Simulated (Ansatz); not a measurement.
# LuBi: a single-point run

Aim: a sound single-point run of LuBi. The structure is shown as the input types it. The cell is built on a prototype (CsCl type) and needn't be the phase found in nature.

Method: density functional or hybrid calculation with the settings of its input, plane waves (as first typed), in Ansatz 0.2.0.

8 further runs of the same task are left out: 2 for a known fault of the program, 6 that didn't finish.

## (1) The starting structure

The structure is cubic, space group Pm-3m (No. 221). The conventional cell has a = 3.819 Å, b = 3.819 Å, c = 3.819 Å, α = 90.00°, β = 90.00°, γ = 90.00°. Around Lu (site symmetry m-3m) lie 8 Bi at 3.31 Å. Bi (site symmetry m-3m) is surrounded by 8 Lu at 3.31 Å.

Structure file:

```
CELL_PARAMETERS angstrom
3.81941 0.00000 0.00000
0.00000 3.81941 0.00000
0.00000 0.00000 3.81941
ATOMIC_POSITIONS crystal
Lu 0.00000 0.00000 0.00000
Bi 0.50000 0.50000 0.50000
```

## (2) Running it

Input file input.yaml:

```yaml
crystal:
  lattice:
    - [3.8194134626, 0.0, 0.0]
    - [0.0, 3.8194134626, 0.0]
    - [0.0, 0.0, 3.8194134626]
  atoms:
    - { symbol: Lu, position: [0.0, 0.0, 0.0] }
    - { symbol: Bi, position: [0.5, 0.5, 0.5] }
kpoints:
  mp_grid: { grid: [4, 4, 4] }
hamiltonian:
  xc: pbesol
scf:
  occupations: { method: fermi_dirac, width: 0.02 }
  n_extra_bands: 4
  max_iter: 51
output:
  forces: true
  stress: true
  eigenvalues: true
basis:
  ecutwfc: 160
```

Run with:

```console
ansatz run input.yaml --threads 4 --pin off --max-ram 3686MiB --backend cpu --events-out ev --progress --plain --runs-dir out
```

Q: Will this input give a usable result? If not, why, and what should change?

The run converged and reported no error, with warnings (cutoff below recommended). Its log warns: «basis.ecutwfc = 160 eV is below the records' recommended 420 eV ...»

Look at the input: basis.ecutwfc is 160. With so few plane waves the basis is incomplete by a wide margin. The potentials' recommended cutoff is 420 eV.

Run again and compare: delete basis.ecutwfc (the default then holds).
